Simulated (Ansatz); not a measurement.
**AlFH2OS: ionisation energy by level of theory**

One table from this session's results is given with a row withheld; the runs are named, their logs left out.

Method: unrestricted cation, the program's frozen cores in correlated methods; program: Ansatz 0.2.0, Gaussian basis.

The runs, in order: UKS PBE-D4/def2-TZVPP; UKS r2SCAN-D4/def2-TZVPP; UKS PBE0-D4/def2-TZVPP; UKS B3LYP-D4/def2-TZVPP; UKS wB97X-V/def2-TZVPP; UKS wB97M-V/def2-TZVPP; UKS B2PLYP/def2-TZVPP; UHF-CCSD(T)/def2-TZVPP; UHF-MP2/def2-QZVPP; extrapolation to the limit; then −ε(HOMO) from the neutral's earlier runs with LDA (SPW92), PBE-D4, revPBE-D4, BLYP-D4, r2SCAN-D4, B97M-V, PBE0-D4, B3LYP-D4, r2SCANh-D4, r2SCAN0-D4, HSE06-D4, BHLYP-D4, CAM-B3LYP-D4, LC-ωPBE, ωB97X-V, ωB97M-V.

### The relaxed structure

The geometry comes from an earlier relaxation with PBE0-D4 in a triple-zeta def2 set; it is a stationary point.

SMILES `[OH][Al]([F])[SH]`, 6 atoms, charge 0, spin multiplicity 1.

Atoms are counted from 1 here; the program's logs count them from 0.

Bond lengths: O1–Al2 1.679 Å, O1–H5 0.955 Å, Al2–F3 1.641 Å, Al2–S4 2.167 Å, S4–H6 1.345 Å. Angles: Al2–O1–H5 125.1°, O1–Al2–F3 118.1°, O1–Al2–S4 123.1°, F3–Al2–S4 118.8°, Al2–S4–H6 92.0°.

As a file:

```xyz
6

O     1.39956   -0.45635   -1.02891
Al    0.23856   -0.26076    0.16807
F     0.42135   -1.10099    1.56567
S    -1.47860    1.04310   -0.05026
H     1.39223   -0.01929   -1.87787
H    -1.93100    0.73038    1.17711
```

Set-up of the first run:

Contents of in.yaml:

```yaml
crystal:
  periodic: [false, false, false]
  atoms:
    - {symbol: O, position_ang: [1.399563, -0.456348, -1.028912]}
    - {symbol: Al, position_ang: [0.238559, -0.260759, 0.168068]}
    - {symbol: F, position_ang: [0.421348, -1.100986, 1.565665]}
    - {symbol: S, position_ang: [-1.478595, 1.043103, -0.050262]}
    - {symbol: H, position_ang: [1.392230, -0.019295, -1.877868]}
    - {symbol: H, position_ang: [-1.931004, 0.730385, 1.177109]}
basis:
  gaussian: {orbitals: def2-TZVPP}
total_charge: 1
magnetization: {spin_polarized: true, initial_magnetization: 1}
hamiltonian: {xc: pbe, dispersion: d4}
```

Among the steps run: Cation, UKS PBE-D4/def2-TZVPP; Cation, UKS r2SCAN-D4/def2-TZVPP; Cation, UKS PBE0-D4/def2-TZVPP; Cation, UKS B3LYP-D4/def2-TZVPP; Cation, UKS wB97X-V/def2-TZVPP; Cation, UKS wB97M-V/def2-TZVPP; Cation, UKS B2PLYP (frozen core)/def2-TZVPP; Cation, UHF-CCSD(T)/def2-TZVPP; Cation, UHF-MP2/def2-QZVPP.

One table of the session follows, with a row left open; its other results are not shown here.

It belongs to the step «Ionisation energies side by side». For comparison, −ε(HOMO) of the neutral from earlier runs:

| functional | −ε(HOMO) (eV) |
| --- | --- |
| LDA (SPW92) | 6.93 |
| PBE-D4 | 6.79 |
| revPBE-D4 | 6.73 |
| BLYP-D4 | 6.60 |
| r2SCAN-D4 | 7.09 |
| B97M-V | 7.13 |
| PBE0-D4 | 8.05 |
| B3LYP-D4 | 7.77 |
| r2SCANh-D4 | 7.55 |
| r2SCAN0-D4 | 8.24 |
| HSE06-D4 | 7.64 |
| BHLYP-D4 | 9.13 |
| CAM-B3LYP-D4 | 9.36 |
| LC-ωPBE | 10.80 |
| ωB97X-V | ? |
| ωB97M-V | 10.23 |

Q: Estimate the row for ωB97X-V from the others.

The run gave: −ε(HOMO) (eV): 10.41. In the column «−ε(HOMO) (eV)» it lies between ωB97M-V (10.23) and LC-ωPBE (10.80).
